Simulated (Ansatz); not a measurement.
# CdPt: the cost of one run

Program: Ansatz 0.2.0. Level of theory: DFT PBEsol, scalar-relativistic, plane waves, PAW. These are calculated values, not measurements.

### Step 1. Starting point

The cell holds 8 atoms (Cd4Pt4): a = 5.858 Å, b = 5.858 Å, c = 3.872 Å, α = 90.00°, β = 90.00°, γ = 90.00°.

As a file:

```xyz
8
Lattice="5.8577 0.0000 0.0000 0.0000 5.8577 0.0000 0.0000 0.0000 3.8719" Properties=species:S:1:pos:R:3 pbc="T T T"
Cd    2.9288    0.0000    0.0000
Pt    1.4644    1.4644    1.9359
Cd    2.9288    2.9288    0.0000
Pt    1.4644    4.3933    1.9359
Cd    5.8577    0.0000    0.0000
Pt    4.3933    1.4644    1.9359
Cd    5.8577    2.9288    0.0000
Pt    4.3933    4.3933    1.9359
```

It repeats 2×2×1 times the cell relaxed before (16.607 Å³/atom at 0.01 GPa).

### Step 2. Molecular dynamics

input.yaml reads:

```yaml
crystal:
  lattice:
    - [5.8576883785, 0.0, 0.0]
    - [0.0, 5.8576883785, 0.0]
    - [0.0, 0.0, 3.8718958841]
  atoms:
    - { symbol: Cd, position: [0.5, 0.0, 0.0] }
    - { symbol: Pt, position: [0.25, 0.25, 0.5] }
    - { symbol: Cd, position: [0.5, 0.5, 0.0] }
    - { symbol: Pt, position: [0.25, 0.75, 0.5] }
    - { symbol: Cd, position: [1.0, 0.0, 0.0] }
    - { symbol: Pt, position: [0.75, 0.25, 0.5] }
    - { symbol: Cd, position: [1.0, 0.5, 0.0] }
    - { symbol: Pt, position: [0.75, 0.75, 0.5] }
basis:
  ecutwfc: 420
  ecutrho_ratio: 4
kpoints:
  mp_grid: { grid: [3, 3, 4] }
hamiltonian:
  xc: pbesol
scf:
  occupations: { method: gaussian, width: 0.05 }
output:
  forces: true
  stress: true
  eigenvalues: true
md:
  timestep: 3.0
  n_steps: 30
  ensemble: nve
  temperature: 600
  initial_velocities: maxwell_boltzmann
  seed: 707869
```

Command:

```
ansatz run input.yaml --threads 8 --pin off --max-ram 12288MiB --backend cpu --events-out ev --progress --plain --runs-dir out
```

**Question.** How long does this run take on 8 threads of an x86-64 CPU, shared host, and how much memory does it need?

About 2 min, with a peak of 1 GiB.
